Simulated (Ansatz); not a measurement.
# C3H10OSi: the cost of one run

Method: RKS B3LYP/def2-SVP, in Ansatz 0.2.0.

### 1 The starting structure

Bond lengths: O1–C2 1.421 Å, C2–C3 1.499 Å, C3–C4 1.602 Å, C4–Si5 1.831 Å, O1–H6 1.041 Å, C2–H7 1.098 Å, C2–H8 1.076 Å, C3–H9 1.079 Å, C3–H10 1.094 Å, C4–H11 1.163 Å, C4–H12 1.051 Å, Si5–H13 1.547 Å, Si5–H14 1.502 Å, Si5–H15 1.464 Å. Angles (14 of 25 angles, heavy atoms first): O1–C2–C3 107.5°, C2–C3–C4 117.1°, C3–C4–Si5 116.1°, O1–C2–H7 111.3°, O1–C2–H8 111.5°, C3–C2–H7 110.2°, C3–C2–H8 107.7°, C2–O1–H6 102.7°, C2–C3–H9 111.6°, C2–C3–H10 110.1°, C4–C3–H9 104.3°, C4–C3–H10 104.2°, C3–C4–H11 104.5°, C3–C4–H12 110.3°.

As a file:

```xyz
15

O    -1.9944   -0.8614    0.2915
C    -1.3330   -0.2700   -0.8183
C     0.0827   -0.7625   -0.8149
C     0.9511   -0.4767    0.5006
Si    1.2936    1.2824    0.8746
H    -2.9568   -0.4727    0.2184
H    -1.3540    0.8262   -0.7573
H    -1.7812   -0.5683   -1.7498
H     0.6578   -0.3223   -1.6148
H     0.1017   -1.8515   -0.9180
H     0.3157   -0.9146    1.3707
H     1.8450   -1.0283    0.4738
H     0.0051    2.1287    0.9989
H     2.0359    1.3919    2.1760
H     2.1092    1.8483   -0.2021
```

### 2 End point A

Input file input.yaml:

```yaml
crystal:
  periodic: [false, false, false]
  atoms:
    - { symbol: O, position_ang: [-1.9944, -0.8614, 0.2915] }
    - { symbol: C, position_ang: [-1.333, -0.27, -0.8183] }
    - { symbol: C, position_ang: [0.0827, -0.7625, -0.8149] }
    - { symbol: C, position_ang: [0.9511, -0.4767, 0.5006] }
    - { symbol: Si, position_ang: [1.2936, 1.2824, 0.8746] }
    - { symbol: H, position_ang: [-2.9568, -0.4727, 0.2184] }
    - { symbol: H, position_ang: [-1.354, 0.8262, -0.7573] }
    - { symbol: H, position_ang: [-1.7812, -0.5683, -1.7498] }
    - { symbol: H, position_ang: [0.6578, -0.3223, -1.6148] }
    - { symbol: H, position_ang: [0.1017, -1.8515, -0.918] }
    - { symbol: H, position_ang: [0.3157, -0.9146, 1.3707] }
    - { symbol: H, position_ang: [1.845, -1.0283, 0.4738] }
    - { symbol: H, position_ang: [0.0051, 2.1287, 0.9989] }
    - { symbol: H, position_ang: [2.0359, 1.3919, 2.176] }
    - { symbol: H, position_ang: [2.1092, 1.8483, -0.2021] }
basis:
  gaussian: { orbitals: def2-SVP }
hamiltonian:
  xc: b3lyp
relax:
  f_tol: 0.015
  max_steps: 40
output:
  orbitals: {}
```

The run is started by

```bash
$ ansatz run input.yaml --threads 2 --pin off --max-ram 3072MiB --backend cpu --events-out ev --progress --plain --runs-dir out
```

Q: Estimate wall time and peak memory on 2 threads of Intel Xeon Platinum 8259CL at 2.50GHz (Skylake/Cascade Lake), shared host.

About 43 s, with a peak of 0.32 GiB.
